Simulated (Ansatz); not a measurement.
# CH6Ge: the cost of one run

Program: Ansatz 0.2.0, Gaussian basis. Level of theory: PBE0-D4/def2-TZVP structures, single points in def2-TZVPP, no counterpoise correction. These are calculated values, not measurements.

Levels: SPW92, PBE-D4, BLYP-D4, r2SCAN-D4, B97M-V, PBE0-D4, B3LYP-D4, r2SCAN0-D4, BHLYP-D4, CAM-B3LYP-D4, wB97X-V, wB97M-V, B2PLYP, PBE-QIDH, RPA on PBE, Hartree-Fock, MP2, CCSD, CCSD(T).

Cores are frozen in the correlated methods. Filled d shells of the heavier atoms are correlated. B3LYP uses VWN-RPA correlation. B2PLYP carries no dispersion term here.

94 further runs of the same task are left out: 94 set aside as unsound or not needed. Runs told in other sessions of the task aren't counted.

### 1 The starting structure

The complex: 10 atoms, charge 0, spin multiplicity 1.

Atoms are counted from 1 here; the program's logs count them from 0.

Bond lengths: Ge1–C2 1.949 Å, Ge1–H3 1.549 Å, Ge1–H4 1.537 Å, Ge1–H5 1.537 Å, C2–H8 1.090 Å, C2–H9 1.090 Å, C2–H10 1.091 Å, H6–Br7 1.427 Å. Angles: C2–Ge1–H3 110.1°, C2–Ge1–H4 111.3°, C2–Ge1–H5 111.3°, H3–Ge1–H4 107.3°, H3–Ge1–H5 107.4°, H4–Ge1–H5 109.3°, Ge1–C2–H8 110.4°, Ge1–C2–H9 110.4°, Ge1–C2–H10 110.0°, H8–C2–H9 108.5°, H8–C2–H10 108.8°, H9–C2–H10 108.8°.

Geometry (Å):

```xyz
10
charge 0, multiplicity 1
Ge   -0.66114    0.95463    0.25789
C     0.18297   -0.62338    1.03067
H    -0.42190    0.98947   -1.27184
H    -2.18182    0.94211    0.48385
H    -0.07159    2.24763    0.84469
H     0.64912   -0.33791   -2.18526
Br    1.46660   -1.38707   -2.70282
H     1.25761   -0.60745    0.84716
H    -0.23077   -1.53005    0.58836
H     0.01091   -0.64809    2.10730
```

Its parts: CH₆Ge holds atoms 1, 2, 3, 4, 5, 8, 9, 10; HBr holds atoms 6, 7. Each part counts its atoms afresh in its own runs.

### 2 Relaxing CH₆Ge alone

Contents of relax-a/in.yaml:

```yaml
crystal:
  periodic: [false, false, false]
  atoms:
    - {symbol: Ge, position_ang: [-0.661138, 0.954630, 0.257890]}
    - {symbol: C, position_ang: [0.182971, -0.623381, 1.030666]}
    - {symbol: H, position_ang: [-0.421901, 0.989470, -1.271840]}
    - {symbol: H, position_ang: [-2.181816, 0.942111, 0.483846]}
    - {symbol: H, position_ang: [-0.071588, 2.247633, 0.844693]}
    - {symbol: H, position_ang: [1.257610, -0.607447, 0.847162]}
    - {symbol: H, position_ang: [-0.230769, -1.530047, 0.588361]}
    - {symbol: H, position_ang: [0.010911, -0.648088, 2.107302]}
basis:
  gaussian: {orbitals: def2-TZVP}
hamiltonian: {xc: pbe0, dispersion: d4}
relax: {f_tol: 0.005, max_steps: 200}
```

Run with:

```console
$ ansatz run in.yaml --threads 8 --pin off --events-out ev --progress --plain --max-ram 19148MiB
```

**Question.** How long does this run take on 8 threads of Arm Neoverse V1, shared host?

About 2.9 s.
